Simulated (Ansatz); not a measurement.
# B4MoRu: the cost of one run

Computed with Ansatz 0.2.0 (DFT PBE, scalar-relativistic, plane waves, PAW, unless a step's input says otherwise).

## (1) The system as given

The structure is orthorhombic, space group Cmmm (No. 65). The conventional cell has a = 4.362 Å, b = 7.561 Å, c = 3.535 Å, α = 90.00°, β = 90.00°, γ = 90.00°. B (site symmetry m2m) is surrounded by 7 B at 2.16 to 2.57 Å and 2 Ru at 2.19 Å and 3 Mo at 2.49 to 2.53 Å. Around B (site symmetry 2/m) lie 6 B at 2.16 to 2.18 Å and 2 Ru at 2.18 Å and 4 Mo at 2.81 Å. Mo (site symmetry mmm) has 14 B at 2.49 to 2.81 Å and 4 Ru at 2.81 Å as nearest neighbours. Around Ru (site symmetry mmm) lie 8 B at 2.18 to 2.19 Å.

Coordinates:

```
B Mo Ru
1.0
     2.18108   -3.78046    0.00000
     2.18108    3.78046    0.00000
     0.00000    0.00000    3.53503
B Mo Ru
4 1 1
Direct
  0.17008 0.82992 0.00000
  0.82992 0.17008 0.00000
  0.00000 0.50000 0.50000
  0.50000 0.00000 0.50000
  0.50000 0.50000 0.00000
  0.00000 0.00000 0.50000
```

The cell is invented: species swapped into a database cell of CeGaCu4 (Cmmm, No. 65), with Mo on the Ce sites, Ru on the Ga sites and B on the Cu sites. The dimensions are guesses.

## (2) A first look at the guess

input.yaml reads:

```yaml
crystal:
  lattice:
    - [2.18107803, -3.78046266, 0.0]
    - [2.18107803, 3.78046266, 0.0]
    - [0.0, 0.0, 3.53502749]
  atoms:
    - { symbol: B, position: [0.17007745, 0.82992255, 0.0] }
    - { symbol: B, position: [0.82992255, 0.17007745, 0.0] }
    - { symbol: B, position: [0.0, 0.5, 0.5] }
    - { symbol: B, position: [0.5, 0.0, 0.5] }
    - { symbol: Mo, position: [0.5, 0.5, 0.0] }
    - { symbol: Ru, position: [0.0, 0.0, 0.5] }
basis:
  ecutwfc: 420
kpoints:
  mp_grid: { grid: [4, 4, 6] }
hamiltonian:
  xc: pbe
scf:
  occupations: { method: gaussian, width: 0.1 }
  lower_state_search: "off"
output:
  forces: true
  stress: true
  eigenvalues: true
```

Command:

```sh
> ansatz run input.yaml --threads 1 --pin off --max-ram 2560MiB --backend cpu --events-out ev --progress --plain --runs-dir out
```

Q: Estimate wall time and peak memory on 1 thread of Arm Neoverse V1, shared host.

About 2.9 s, with a peak of 0.34 GiB.
